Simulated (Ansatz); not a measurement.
I need a projected density of states of K2RbBiF6, space group Fm-3m. Use Ansatz 0.2.0, Python API. Use: PBEsol, PAW, cutoff 630 eV, 2×2×2 k-points, fixed occupations.

```
K Rb Bi F
1.0
     0.00000    4.92091    4.92091
     4.92091    0.00000    4.92091
     4.92091    4.92091    0.00000
K Rb Bi F
2 1 1 6
Direct
  0.75000 0.75000 0.75000
  0.25000 0.25000 0.25000
  0.50000 0.50000 0.50000
  0.00000 0.00000 0.00000
  0.76973 0.23027 0.23027
  0.23027 0.23027 0.76973
  0.23027 0.76973 0.76973
  0.23027 0.76973 0.23027
  0.76973 0.23027 0.76973
  0.76973 0.76973 0.23027
```

Script `pdos.py`:
```python
# -*- coding: utf-8 -*-
"""Which atoms and shells make the states of K2RbBiF6."""

import warnings

import ansatz as az
import numpy as np

warnings.simplefilter("ignore", az.DeckWarning)

cell = (
    az.Lattice.from_parameters(6.959219, 6.959219, 6.959219, alpha=60.0, beta=60.0, gamma=60.0)
    .atom("K", (0.75, 0.75, 0.75))
    .atom("K", (0.25, 0.25, 0.25))
    .atom("Rb", (0.5, 0.5, 0.5))
    .atom("Bi", (0.0, 0.0, 0.0))
    .atom("F", (0.769726, 0.230274, 0.230274))
    .atom("F", (0.230274, 0.230274, 0.769726))
    .atom("F", (0.230274, 0.769726, 0.769726))
    .atom("F", (0.230274, 0.769726, 0.230274))
    .atom("F", (0.769726, 0.230274, 0.769726))
    .atom("F", (0.769726, 0.769726, 0.230274))
)

model = (
    cell.calculation()
    .basis(630, density_ratio=8)
    .occupations("fixed")
    .kpoints(length=9)
    .scf(extra_bands=2)
    .functional("PBEsol")
    .density_of_states(projected=True, energy_step=0.1)
)
planned = model.session().plan(threads=1)
facts = planned.describe()
print("plan:", facts["n_bands"], "bands,", len(facts["kpoints_frac"]), "k-points, plane waves", facts["n_pw_range"], "grid", facts["fft_dense"])
done = planned.execute()
report = done.report

dos = done.density_of_states()
energy = np.asarray(dos.energies_ev) - dos.fermi_ev
curves = {}
for site in done.projected_density_of_states().sites:
    for shell in site.shells:
        weight = sum(np.sum(curve.g_bin_mean_per_ev, axis=0) for curve in shell.curves)
        name = f"{site.species} {shell.label}"
        curves[name] = curves.get(name, 0) + weight

step = energy[1] - energy[0]
windows = [(-8, -4), (-4, 0), (0, 4)]
print("states by shell in windows of E - E_F (eV):", windows)
for name, g in curves.items():
    print(f"{name:8s}", " ".join(f"{step * g[(energy >= a) & (energy < b)].sum():8.3f}" for a, b in windows))
filled = (energy < 0) & (energy > -8)
for name, g in curves.items():
    if g[filled].sum() * step > 0.5:
        print(f"centre of {name}: {np.average(energy[filled], weights=g[filled]):.2f} eV")
```

Output of `python pdos.py`:
```text
plan: 44 bands, 3 k-points, plane waves [8552, 8609] grid [81, 81, 81]
states by shell in windows of E - E_F (eV): [(-8, -4), (-4, 0), (0, 4)]
K 3S        0.000    0.001    0.000
K 4S        0.024    0.189    0.000
K 3P        0.001    0.011    0.000
Rb 4S       0.000    0.009    0.000
Rb 5S       0.000    0.067    0.000
Rb 4P       5.521    0.305    0.000
Bi 6S       0.124    0.422    0.000
Bi 6P       0.008    1.050    0.000
Bi 5D       0.001    0.029    0.000
F 2S        0.035    0.107    0.000
F 2P        0.284   33.476    0.000
centre of Rb 4P: -7.61 eV
centre of Bi 6S: -1.90 eV
centre of Bi 6P: -3.74 eV
centre of F 2P: -2.44 eV
```

The settings weren't tested for convergence. Spin-orbit coupling, left out here, can change this gap by several tenths of an eV, and inverted bands can meet off the mesh. Under fixed occupations the level called the Fermi level is the highest filled one on the SCF mesh; off the mesh a filled band can lie a little above it. The k-point mesh is coarse, and energy and stress weren't tested for convergence. The empty d shell of the heavier alkali and alkaline-earth atoms, which makes much of a conduction band, may have no channel. The crystal has a gap of about 4.17 eV on the mesh; bins of finite width blur the band edges. Spin-orbit coupling, which matters for elements this heavy, is left out. This cell is a computed structure, which may not be the phase found in nature. Curves are summed over the cell's atoms. Only shells that the potentials hold have channels, so projections don't add up to the total, least of all where a shell is missing (p of most metals); heights and places of peaks move with the mesh. The computed bands are complete only to about 5.4 eV above the Fermi level; beyond that the density of states is undercounted. A band centre counts only the states inside the window taken. Wall time of the script: 4.2 s on 1 thread of Intel(R) Xeon(R) Platinum 8488C (Sapphire Rapids), on a shared host, peak memory 0.89 GiB.

(Lines on the test bed's own set-up are left out of the output.)
